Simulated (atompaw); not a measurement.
# A PAW (atompaw) potential for Ge, from input to tests

Aim: build the potential from the settings below, then test how well it stands in for the atom: scattering, ghost states and the plane-wave cutoff that it needs.

The numbers are computed with atompaw 4.2.0.5 (PBE, scalar-relativistic, spin-unpolarised reference atom).

### Step 1. The design

The settings as typed:

| Item | Value |
| --- | --- |
| element | germanium (Ge, Z = 32) |
| type | PAW |
| frozen core | [Ar] 3d10 |
| valence charge | 4 |
| reference configuration | 4s2 4p2 |
| partial waves | 4s (bound): rc 1.50 bohr; 4s channel at 0.65 Ry: rc 1.50 bohr; 4p (bound): rc 2.15 bohr; 4p channel at 1.75 Ry: rc 2.15 bohr; 4d channel at 0.3 Ry: rc 2.15 bohr; 4d channel at 1.65 Ry: rc 2.15 bohr |
| local potential | troulliermartins scheme with l = 3 at 0 Ry, radius 1.45 bohr |
| core correction | smooth core density matched at 1.70 bohr |
| augmentation charge | sinc compensation charge, radius 1.85 bohr; PAW radius 2.15 bohr; waves and projectors: custom polynom vanderbiltortho |

### Step 2. The generation run

File Ge.input:

```
Ge 32
GGA-PBE scalarrelativistic loggrid 1500 logderivrange -3 5 201
4 4 3 0 0 0
4 1 2
0 0 0
c
c
c
v
c
c
v
c
2
2.15 1.85 1.45 1.70
y
0.65
n
y
1.75
n
y
0.3
y
1.65
n
custom polynom vanderbiltortho sinc
3 0 troulliermartins
1.50
1.50
2.15
2.15
2.15
2.15
PWSCFOUT
UPFDX 0.0125d0 UPFXMIN -7.d0 UPFZMESH 32.d0
END
```

The run is started by

```console
$ atompaw < Ge.input > Ge.log
```

Q: Predict the outcome of this session. Wanted: cutoffs for 10 and 1 mRy, occupied levels; bound ghosts; largest phase difference near zero energy, channels read; lowest eigenvalue of the overlap; share of valence orbitals outside the PAW sphere; UPF file.

As calculated:

```
                                                quantity                            value
               cutoffs for 10 and 1 mRy, occupied levels                  21 Ry and 30 Ry
                                            bound ghosts  s at -178.33 eV, d at -20.05 eV
largest phase difference near zero energy, channels read                        0.007 rad
         lowest eigenvalue of the overlap (Bessel basis)                        0.317 (p)
        share of valence orbitals outside the PAW sphere                 4s 42 %, 4p 69 %
                                                UPF file                          written
```

What this shows: It has a bound ghost (s, d), a state that the atom doesn't have, and that rules the file out. Close by lies the frozen 3s level (-168.5 eV). The potential is soft on the atom: the looser tolerance needs 21 Ry. The slowest occupied level is 4s: taken alone it needs 25 Ry to come within 1 mRy, against 8 Ry for 4p. Near zero energy the phases of the channels with partial waves agree within 0.007 rad. These are tests on the free atom; a crystal test is still owed.
